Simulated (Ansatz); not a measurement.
# C4H9BF2: the cost of one run

The runs use Ansatz 0.2.0, Gaussian basis; the settings change from run to run.

## 1. The geometry

The geometry comes from an earlier relaxation with PBE0-D4 in a triple-zeta def2 set; it is a stationary point, not always the lowest conformer.

SMILES `CC(C)CB(F)F`, 16 atoms, charge 0, spin multiplicity 1.

Atoms are counted from 1 here; the program's logs count them from 0.

Bond lengths: C1–C2 1.522 Å, C1–H8 1.093 Å, C1–H9 1.095 Å, C1–H10 1.093 Å, C2–C3 1.521 Å, C2–C4 1.528 Å, C2–H11 1.097 Å, C3–H12 1.095 Å, C3–H13 1.093 Å, C3–H14 1.093 Å, C4–B5 1.559 Å, C4–H15 1.097 Å, C4–H16 1.101 Å, B5–F6 1.324 Å, B5–F7 1.324 Å. Angles: C2–C1–H8 111.2°, C2–C1–H9 110.6°, C2–C1–H10 111.8°, H8–C1–H9 107.6°, H8–C1–H10 107.6°, H9–C1–H10 108.0°, C1–C2–C3 110.8°, C1–C2–C4 110.9°, C1–C2–H11 107.9°, C3–C2–C4 111.0°, C3–C2–H11 108.1°, C4–C2–H11 108.0°, C2–C3–H12 110.7°, C2–C3–H13 111.3°, C2–C3–H14 111.4°, H12–C3–H13 107.7°, H12–C3–H14 107.7°, H13–C3–H14 107.9° and more.

Geometry (Å):

```tsv
atom	x (Å)	y (Å)	z (Å)
C1	1.2040	0.5633	0.7390
C2	0.3677	-0.3276	-0.1692
C3	0.3904	-1.7687	0.3179
C4	-1.0660	0.1921	-0.2736
B5	-1.2539	1.5765	-0.9643
F6	-2.3646	2.2813	-0.8166
F7	-0.3412	2.1067	-1.7637
H8	2.2336	0.2036	0.8047
H9	0.7916	0.5748	1.7532
H10	1.2371	1.5939	0.3765
H11	0.8115	-0.2990	-1.1715
H12	-0.0510	-1.8463	1.3167
H13	1.4125	-2.1514	0.3763
H14	-0.1769	-2.4244	-0.3477
H15	-1.5379	0.2189	0.7165
H16	-1.6799	-0.5165	-0.8500
```

## 2. wB97X-V/aug-cc-pVDZ

This run has coordinates scaled by 0.96, the search for lower states set to light.

in.yaml

```yaml
crystal:
  periodic: [false, false, false]
  atoms:
    - {symbol: C, position_ang: [1.155866, 0.540781, 0.709426]}
    - {symbol: C, position_ang: [0.352969, -0.314494, -0.162410]}
    - {symbol: C, position_ang: [0.374818, -1.697949, 0.305211]}
    - {symbol: C, position_ang: [-1.023318, 0.184420, -0.262639]}
    - {symbol: B, position_ang: [-1.203704, 1.513473, -0.925686]}
    - {symbol: F, position_ang: [-2.270041, 2.190006, -0.783954]}
    - {symbol: F, position_ang: [-0.327528, 2.022406, -1.693172]}
    - {symbol: H, position_ang: [2.144282, 0.195436, 0.772498]}
    - {symbol: H, position_ang: [0.759948, 0.551832, 1.683087]}
    - {symbol: H, position_ang: [1.187646, 1.530167, 0.361474]}
    - {symbol: H, position_ang: [0.779073, -0.286993, -1.124674]}
    - {symbol: H, position_ang: [-0.048991, -1.772401, 1.264073]}
    - {symbol: H, position_ang: [1.355995, -2.065349, 0.361212]}
    - {symbol: H, position_ang: [-0.169786, -2.327429, -0.333811]}
    - {symbol: H, position_ang: [-1.476373, 0.210145, 0.687845]}
    - {symbol: H, position_ang: [-1.612743, -0.495844, -0.816046]}
basis:
  gaussian: {orbitals: aug-cc-pVDZ}
hamiltonian: {xc: {name: wB97X-V}}
scf: {lower_state_search: light}
```

Launch:

```sh
$ ansatz run in.yaml --threads 8 --pin off --events-out ev --progress --plain --max-ram 18278MiB
```

What time and memory should one allow on 8 threads of Arm Neoverse V1, shared host?

About 8 s, with a peak of 0.95 GiB.
